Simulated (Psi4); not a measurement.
**One shape, several levels: GeHBr (SMILES [GeH][Br])**

Aim: a comparison of 4 runs (MN15-L/cc-pVDZ, CAM-B3LYP/def2-SVPD, B3LYP-D4/aug-cc-pVQZ) of GeHBr. 

The calculation is run with Psi4 1.11.

4 further runs of the same task are left out: 1 for a known fault of the program, 2 that didn't finish, 1 set aside as unsound or not needed.

### Step 1. The system as given

GeHBr: 3 atoms, total charge 0, spin state singlet. As SMILES, `[GeH][Br]`. The shape is that of a PBE0-D4/def2-TZVP optimisation.

Bond lengths: Ge1–Br2 2.339 Å, Ge1–H3 1.598 Å. Angles: Br2–Ge1–H3 93.3°.

### Step 2. A single-point energy at MN15-L/cc-pVDZ (DKH3, density fitting, ddPCM dimethylsulfoxide) (run 1)

brgeh.xyz reads:

```xyz
3
BrGeH
Ge     0.359400    -0.859900     0.094000
Br     0.673600     1.417200     0.525900
H     -1.044000    -0.622200    -0.633200
```

job.py reads:

```python
import psi4

psi4.set_memory('1600 MB')
psi4.set_num_threads(1)
psi4.set_output_file('output.dat', False)

with open('brgeh.xyz') as f:
    atoms = ''.join(f.readlines()[2:])
molecule = psi4.geometry('0 1\n' + atoms + 'symmetry c1\nno_reorient\nno_com')

options = {'basis': 'cc-pVDZ', 'scf_type': 'dfdirj+link', 'relativistic': 'dkh', 'dkh_order': 3, 'ddx': True, 'ddx_model': 'pcm', 'ddx_solvent': 'dimethylsulfoxide', 'ddx_radii_set': 'uff'}
psi4.set_options(options)

energy_value = psi4.energy("mn15-l", molecule=molecule)
print(f'total energy {energy_value:.8f} hartree = {energy_value * 27.211386:.5f} eV')
for k, v in sorted(psi4.core.scalar_variables().items()):
    print(f'{k:45s} {v:18.10f}')
```

Command:

```bash
$ python job.py
```

output.dat:

```text
[...]
  Running in c1 symmetry.
[...]
  Nuclear repulsion =  270.365367667591954
[...]
  Multiplicity = 1
[...]
  Nalpha       = 34
  Nbeta        = 34
[...]
    Number of basis functions: 59
[...]
   @RKS iter   1: -4691.00389831761731   -4.43343e+00   1.87582e-02 DIIS/ADIIS
[...]
   @RKS iter   8: -4691.59978920498725   -1.10758e-08   3.24899e-07 DIIS
[...]
    Orbital Energies [Eh]
    ---------------------
    Doubly Occupied:
       1A   -488.375011     2A   -402.654730     3A    -63.914129
       4A    -57.073444     5A    -57.072424     6A    -57.071273
       7A    -50.764177     8A    -44.851707     9A    -44.849772
      10A    -44.848104    11A     -8.904448    12A     -6.625058
      13A     -6.620397    14A     -6.615833    15A     -6.423063
      16A     -4.523676    17A     -4.516793    18A     -4.508496
      19A     -2.563281    20A     -2.562531    21A     -2.559417
      22A     -2.556027    23A     -2.555551    24A     -1.198666
      25A     -1.197591    26A     -1.191621    27A     -1.188030
      28A     -1.186714    29A     -0.750228    30A     -0.484505
      31A     -0.329265    32A     -0.293786    33A     -0.290813
      34A     -0.226334
[...]
  @RKS Final Energy: -4691.59978920498725
   => Energetics <=
    Nuclear Repulsion Energy =            270.3653676675919542
    One-Electron Energy =               -7055.7857107302497752
    Two-Electron Energy =                2264.6020313281142080
    DFT Exchange-Correlation Energy =    -170.7762414320921778
    Empirical Dispersion Energy =           0.0000000000000000
    VV10 Nonlocal Energy =                  0.0000000000000000
    DD Solvation Energy =                 -0.0052360383513487
    Total Energy =                      -4691.5997892049872462
[...]
 Multipole Moments:
 ------------------------------------------------------------------------------------
     Multipole            Electronic (a.u.)      Nuclear  (a.u.)        Total (a.u.)
 ------------------------------------------------------------------------------------
 L = 1.  Multiply by 2.5417464519 to convert [e a0] to [Debye]
 Dipole X            :        -64.4167059           64.3126713           -0.1040347
 Dipole Y            :        -41.4616149           40.5591918           -0.9024230
 Dipole Z            :        -39.4311771           39.2709655           -0.1602116
 Magnitude           :                                                    0.9224198
[...]
```

On the terminal:

```text
total energy -4691.59978920 hartree = -127664.93282 eV
CURRENT ENERGY                                  -4691.5997892050
CURRENT REFERENCE ENERGY                        -4691.5997892050
DD SOLVATION ENERGY                                -0.0052360384
DFT FUNCTIONAL TOTAL ENERGY                     -4691.5945531666
DFT TOTAL ENERGY                                -4691.5945531666
DFT VV10 ENERGY                                     0.0000000000
DFT XC ENERGY                                    -170.7762414321
GRID ELECTRONS ALPHA                               34.0000033745
GRID ELECTRONS BETA                                34.0000033745
GRID ELECTRONS TOTAL                               68.0000067491
NUCLEAR REPULSION ENERGY                          270.3653676676
ONE-ELECTRON ENERGY                             -7055.7857107302
PCM POLARIZATION ENERGY                             0.0000000000
PE ENERGY                                           0.0000000000
SCF ITERATION ENERGY                            -4691.5997892050
SCF ITERATIONS                                      8.0000000000
SCF TOTAL ENERGY                                -4691.5997892050
TWO-ELECTRON ENERGY                              2264.6020313281
XC GRID RADIAL POINTS                              75.0000000000
XC GRID SPHERICAL POINTS                          302.0000000000
XC GRID TOTAL POINTS                            63518.0000000000
```

Run time: 19 s. Hardware: 1 thread of Intel Xeon at 2.60GHz (Ice Lake), shared host; peak memory 0.73 GiB.

### Step 3. Energy and gradient at CAM-B3LYP/def2-SVPD (run 2)

input.json reads:

```json
{
 "schema_name": "qcschema_input",
 "schema_version": 1,
 "molecule": {
  "schema_name": "qcschema_molecule",
  "schema_version": 2,
  "symbols": ["Ge", "Br", "H"],
  "geometry": [0.67916757, -1.62497549, 0.17763426, 1.27291952, 2.67811986, 0.99380697, -1.97287407, -1.17578759, -1.19657458],
  "molecular_charge": 0,
  "molecular_multiplicity": 1,
  "fix_symmetry": "c1"
 },
 "driver": "gradient",
 "model": {
  "method": "cam-b3lyp",
  "basis": "def2-SVPD"
 },
 "keywords": {
  "reference": "rks",
  "puream": true,
  "e_convergence": 1e-09,
  "d_convergence": 1e-08,
  "scf_type": "pk",
  "dft_radial_points": 99,
  "dft_spherical_points": 590,
  "scf_properties": ["MAYER_INDICES", "LOWDIN_CHARGES", "DIPOLE"]
 }
}
```

Command:

```bash
$ psi4 --qcschema input.json -n 1 --memory 1600MB
```

stdout:

```text
[...]
  Running in c1 symmetry.
[...]
  Nuclear repulsion =  270.365368291373102
[...]
  Multiplicity = 1
[...]
  Nalpha       = 34
  Nbeta        = 34
[...]
    Number of basis functions: 87
[...]
   @RKS iter   1: -4650.04846141425332   -3.78121e+00   3.00442e-02 ADIIS/DIIS
[...]
   @RKS iter  12: -4651.44499776274552   -1.27329e-11   5.06778e-09 DIIS
[...]
  @RKS Final Energy: -4651.44499776274552
   => Energetics <=
    Nuclear Repulsion Energy =            270.3653682913731018
    One-Electron Energy =               -7015.8322406415591104
    Two-Electron Energy =                2227.5979691353327325
    DFT Exchange-Correlation Energy =    -133.5760945478915005
    Empirical Dispersion Energy =           0.0000000000000000
    VV10 Nonlocal Energy =                  0.0000000000000000
    Total Energy =                      -4651.4449977627455155
[...]
 Multipole Moments:
 ------------------------------------------------------------------------------------
     Multipole            Electronic (a.u.)      Nuclear  (a.u.)        Total (a.u.)
 ------------------------------------------------------------------------------------
 L = 1.  Multiply by 2.5417464519 to convert [e a0] to [Debye]
 Dipole X            :          1.3838325           -1.5485454           -0.1647129
 Dipole Y            :         -1.4751331            0.7623378           -0.7127952
 Dipole Z            :         -0.0000000            0.0000000           -0.0000000
 Magnitude           :                                                    0.7315787
[...]
  -Total Gradient:
     Atom            X                  Y                   Z
    ------   -----------------  -----------------  -----------------
       1        0.002405702342     0.003165217101    -0.000000000108
       2       -0.001011400820    -0.003701574411     0.000000000017
       3       -0.001400273791     0.000539645658     0.000000000092
[...]
```

The result, in JSON:

```text
{
 "driver": "gradient",
 "model": {
  "method": "cam-b3lyp",
  "basis": "def2-SVPD"
 },
 "success": true,
 "return_result": [0.00240570234240417, 0.0031652171014285163, -1.0815936124783965e-10, -0.001011400819893718, -0.0037015744108413184, 1.6945487131768795e-11, -0.0014002737913979685, 0.0005396456580143705, 9.157128907012447e-11],
 "properties": {
  "calcinfo_nbasis": 87,
  "calcinfo_nmo": 87,
  "calcinfo_nalpha": 34,
  "calcinfo_nbeta": 34,
  "calcinfo_natom": 3,
  "nuclear_repulsion_energy": 270.3653682913731,
  "return_energy": -4651.4449977627455,
  "return_gradient": [0.00240570234240417, 0.0031652171014285163, -1.0815936124783965e-10, -0.001011400819893718, -0.0037015744108413184, 1.6945487131768795e-11, -0.0014002737913979685, 0.0005396456580143705, 9.157128907012447e-11],
  "scf_one_electron_energy": -7015.832240641559,
  "scf_two_electron_energy": 2227.5979691353327,
  "scf_xc_energy": -133.5760945478915,
  "scf_dipole_moment": [-0.16471288739552636, -0.7127952382235263, -5.421647119171659e-10],
  "scf_total_energy": -4651.4449977627455,
  "scf_total_gradient": [0.00240570234240417, 0.0031652171014285163, -1.0815936124783965e-10, -0.001011400819893718, -0.0037015744108413184, 1.6945487131768795e-11, -0.0014002737913979685, 0.0005396456580143705, 9.157128907012447e-11],
  "scf_iterations": 12
 }
}
```

Wall time 18 s (1 thread of Intel Xeon at 2.60GHz (Ice Lake), shared host); peak memory 0.71 GiB.

### Step 4. The charge distribution at B3LYP-D4/aug-cc-pVQZ (density fitting with cc-pvtz-jkfit) (run 3)

job.py reads:

```python
import psi4

psi4.set_memory('1600 MB')
psi4.set_num_threads(1)
psi4.set_output_file('brgeh.out', False)

molecule = psi4.geometry("""
0 1
Ge     0.67916757    -1.62497549     0.17763426
Br     1.27291952     2.67811986     0.99380697
H     -1.97287407    -1.17578759    -1.19657458
units bohr
""")

psi4.set_options({
    'basis': 'aug-cc-pVQZ',
    'scf_type': 'mem_df',
    'e_convergence': 1e-11,
    'df_basis_scf': 'cc-pvtz-jkfit',
})

result, w = psi4.energy("b3lyp-d4", return_wfn=True)
psi4.oeprop(w, "WIBERG_LOWDIN_INDICES", "MAYER_INDICES")
print('E =', round(result, 9))
for k, v in sorted(psi4.core.scalar_variables().items()):
    print(f'{k:45s} {v:18.10f}')
```

Command:

```bash
$ python job.py
```

brgeh.out:

```text
[...]
  Running in cs symmetry.
[...]
  Nuclear repulsion =  270.365368291373102
[...]
  Multiplicity = 1
[...]
  Nalpha       = 34
  Nbeta        = 34
[...]
    Number of basis functions: 232
[...]
   @DF-RKS iter   1: -4650.35859413307116   -3.37074e+00   1.74300e-02 DIIS/ADIIS
[...]
   @DF-RKS iter  13: -4651.94802033325323    1.81899e-12   6.80901e-10 DIIS
[...]
    Orbital Energies [Eh]
    ---------------------
    Doubly Occupied:
       1Ap  -482.861020     2Ap  -398.785252     3Ap   -62.505633
       4Ap   -56.320841     1App  -56.319922     5Ap   -56.318800
       6Ap   -49.824521     2App  -44.346983     7Ap   -44.344873
       8Ap   -44.342994     9Ap    -8.693624    10Ap    -6.518253
       3App   -6.515066    11Ap    -6.511615    12Ap    -6.253267
       4App   -4.429282    13Ap    -4.422926    14Ap    -4.416757
      15Ap    -2.634793     5App   -2.634192    16Ap    -2.631483
       6App   -2.628868    17Ap    -2.628434    18Ap    -1.251802
       7App   -1.250347     8App   -1.245040    19Ap    -1.241486
      20Ap    -1.239746    21Ap    -0.772786    22Ap    -0.520062
      23Ap    -0.351233     9App   -0.314847    24Ap    -0.312836
      25Ap    -0.255284
[...]
  @DF-RKS Final Energy: -4651.94802033325323
   => Energetics <=
    Nuclear Repulsion Energy =            270.3653682913731018
    One-Electron Energy =               -7016.9385610620302032
    Two-Electron Energy =                2231.9515939062785037
    DFT Exchange-Correlation Energy =    -137.3228196110622434
    Empirical Dispersion Energy =          -0.0036018578121498
    VV10 Nonlocal Energy =                  0.0000000000000000
    Total Energy =                      -4651.9480203332532255
[...]
 Multipole Moments:
 ------------------------------------------------------------------------------------
     Multipole            Electronic (a.u.)      Nuclear  (a.u.)        Total (a.u.)
 ------------------------------------------------------------------------------------
 L = 1.  Multiply by 2.5417464519 to convert [e a0] to [Debye]
 Dipole X            :          1.4346782           -1.5485454           -0.1138672
 Dipole Y            :         -1.4301447            0.7623378           -0.6678069
 Dipole Z            :          0.0000000            0.0000000            0.0000000
 Magnitude           :                                                    0.6774451
[...]
```

On the terminal:

```text
E = -4651.948020333
B3LYP-D4(BJ,EEQ)ATM DISPERSION CORRECTION ENERGY      -0.0036018578
CURRENT ENERGY                                  -4651.9480203333
CURRENT REFERENCE ENERGY                        -4651.9480203333
DD SOLVATION ENERGY                                 0.0000000000
DFT FUNCTIONAL TOTAL ENERGY                     -4651.9444184754
DFT TOTAL ENERGY                                -4651.9480203333
DFT VV10 ENERGY                                     0.0000000000
DFT XC ENERGY                                    -137.3228196111
DISPERSION CORRECTION ENERGY                       -0.0036018578
GRID ELECTRONS ALPHA                               34.0000032391
GRID ELECTRONS BETA                                34.0000032391
GRID ELECTRONS TOTAL                               68.0000064783
NUCLEAR REPULSION ENERGY                          270.3653682914
ONE-ELECTRON ENERGY                             -7016.9385610620
PCM POLARIZATION ENERGY                             0.0000000000
PE ENERGY                                           0.0000000000
SCF ITERATION ENERGY                            -4651.9480203333
SCF ITERATIONS                                     13.0000000000
SCF TOTAL ENERGY                                -4651.9480203333
TWO-ELECTRON ENERGY                              2231.9515939063
XC GRID RADIAL POINTS                              75.0000000000
XC GRID SPHERICAL POINTS                          302.0000000000
XC GRID TOTAL POINTS                            66963.0000000000
```

Run time: 29 s. Hardware: 1 thread of Intel Xeon at 2.60GHz (Ice Lake), shared host; peak memory 1.2 GiB.

### Step 5. Energy and one-electron properties at B3LYP-D4/aug-cc-pVQZ (density fitting) (run 4)

brgeh.py reads:

```python
import psi4

psi4.set_memory('1600 MB')
psi4.set_num_threads(1)
psi4.core.set_output_file('psi4.out', False)

m = psi4.geometry("""
Ge     0.359400    -0.859900     0.094000
Br     0.673600     1.417200     0.525900
H     -1.044000    -0.622200    -0.633200
""")

psi4.set_options(dict(basis='aug-cc-pVQZ', scf_type='mem_df'))

result, w = psi4.energy('b3lyp-d4', molecule=m, return_wfn=True)
psi4.oeprop(w, 'WIBERG_LOWDIN_INDICES', 'MAYER_INDICES', title='B3LYP-D4')
print('E =', round(result, 9))
for k, v in sorted(psi4.core.scalar_variables().items()):
    print(f'{k:45s} {v:18.10f}')
```

Command:

```bash
$ python brgeh.py
```

psi4.out:

```text
[...]
  Running in cs symmetry.
[...]
  Nuclear repulsion =  270.365367667591897
[...]
  Multiplicity = 1
[...]
  Nalpha       = 34
  Nbeta        = 34
[...]
    Number of basis functions: 232
[...]
   @DF-RKS iter   1: -4650.35857186123303   -3.37072e+00   1.74301e-02 ADIIS/DIIS
[...]
   @DF-RKS iter   9: -4651.94802678789438   -2.21953e-08   2.53678e-07 DIIS
[...]
    Orbital Energies [Eh]
    ---------------------
    Doubly Occupied:
       1Ap  -482.861016     2Ap  -398.785250     3Ap   -62.505629
       4Ap   -56.320837     1App  -56.319919     5Ap   -56.318796
       6Ap   -49.824518     2App  -44.346981     7Ap   -44.344871
       8Ap   -44.342992     9Ap    -8.693619    10Ap    -6.518248
       3App   -6.515062    11Ap    -6.511611    12Ap    -6.253263
       4App   -4.429278    13Ap    -4.422922    14Ap    -4.416753
      15Ap    -2.634788     5App   -2.634188    16Ap    -2.631478
       6App   -2.628864    17Ap    -2.628430    18Ap    -1.251798
       7App   -1.250343     8App   -1.245036    19Ap    -1.241482
      20Ap    -1.239742    21Ap    -0.772780    22Ap    -0.520058
      23Ap    -0.351229     9App   -0.314844    24Ap    -0.312834
      25Ap    -0.255278
[...]
  @DF-RKS Final Energy: -4651.94802678789438
   => Energetics <=
    Nuclear Repulsion Energy =            270.3653676675918973
    One-Electron Energy =               -7016.9390681704480812
    Two-Electron Energy =                2231.9521025631302109
    DFT Exchange-Correlation Energy =    -137.3228269903585215
    Empirical Dispersion Energy =          -0.0036018578106937
    VV10 Nonlocal Energy =                  0.0000000000000000
    Total Energy =                      -4651.9480267878943778
[...]
 Multipole Moments:
 ------------------------------------------------------------------------------------
     Multipole            Electronic (a.u.)      Nuclear  (a.u.)        Total (a.u.)
 ------------------------------------------------------------------------------------
 L = 1.  Multiply by 2.5417464519 to convert [e a0] to [Debye]
 Dipole X            :          1.4347932           -1.5485454           -0.1137522
 Dipole Y            :         -1.4301939            0.7623378           -0.6678561
 Dipole Z            :          0.0000000            0.0000000            0.0000000
 Magnitude           :                                                    0.6774743
[...]
```

Standard output:

```text
E = -4651.948026788
B3LYP-D4(BJ,EEQ)ATM DISPERSION CORRECTION ENERGY      -0.0036018578
CURRENT ENERGY                                  -4651.9480267879
CURRENT REFERENCE ENERGY                        -4651.9480267879
DD SOLVATION ENERGY                                 0.0000000000
DFT FUNCTIONAL TOTAL ENERGY                     -4651.9444249301
DFT TOTAL ENERGY                                -4651.9480267879
DFT VV10 ENERGY                                     0.0000000000
DFT XC ENERGY                                    -137.3228269904
DISPERSION CORRECTION ENERGY                       -0.0036018578
GRID ELECTRONS ALPHA                               34.0000032410
GRID ELECTRONS BETA                                34.0000032410
GRID ELECTRONS TOTAL                               68.0000064821
NUCLEAR REPULSION ENERGY                          270.3653676676
ONE-ELECTRON ENERGY                             -7016.9390681704
PCM POLARIZATION ENERGY                             0.0000000000
PE ENERGY                                           0.0000000000
SCF ITERATION ENERGY                            -4651.9480267879
SCF ITERATIONS                                      9.0000000000
SCF TOTAL ENERGY                                -4651.9480267879
TWO-ELECTRON ENERGY                              2231.9521025631
XC GRID RADIAL POINTS                              75.0000000000
XC GRID SPHERICAL POINTS                          302.0000000000
XC GRID TOTAL POINTS                            66963.0000000000
```

Wall time 28 s (1 thread of Intel Xeon at 2.60GHz (Ice Lake), shared host); peak memory 1.3 GiB.

### Step 6. All runs side by side

```csv
run,level,task,radii,energy (Eh),dipole moment (D),HOMO energy (eV),LUMO energy (eV),wall time
1,"MN15-L/cc-pVDZ (DKH3, density fitting, ddPCM dimethylsulfoxide)",energy,UFF,-4691.599789,2.34,-6.16,-3.46,19 s
2,CAM-B3LYP/def2-SVPD,gradient,–,-4651.444998,1.86,-8.39,-2.16,18 s
3,B3LYP-D4/aug-cc-pVQZ (density fitting with cc-pvtz-jkfit),properties,–,-4651.948020,1.72,-6.95,-3.39,29 s
4,B3LYP-D4/aug-cc-pVQZ (density fitting),properties,–,-4651.948027,1.72,-6.95,-3.39,28 s
```

### Step 7. Summary of results

| quantity | value |
| --- | --- |
| run 4: total energy | -4651.94803 Eh |
| run 4: dipole moment | 1.72 D |
| run 4: HOMO energy | -6.95 eV |
| run 4: LUMO energy | -3.39 eV |
| run 4: HOMO–LUMO gap | 3.56 eV |
| run 4: dispersion energy | -9.46 kJ/mol |

What this shows: The dipole moment (its size) runs from 1.72 D (B3LYP-D4/aug-cc-pVQZ) to 2.34 D (MN15-L/cc-pVDZ). The two ends differ in method and basis and solvent and Hamiltonian. The HOMO–LUMO gap runs from 2.70 eV (MN15-L/cc-pVDZ) to 6.23 eV (CAM-B3LYP/def2-SVPD). Totals of different functionals can't be ranked against each other. Some runs of one species differ in core potentials or relativity; totals across that change don't compare. All runs together took 94 s, the longest 29 s.
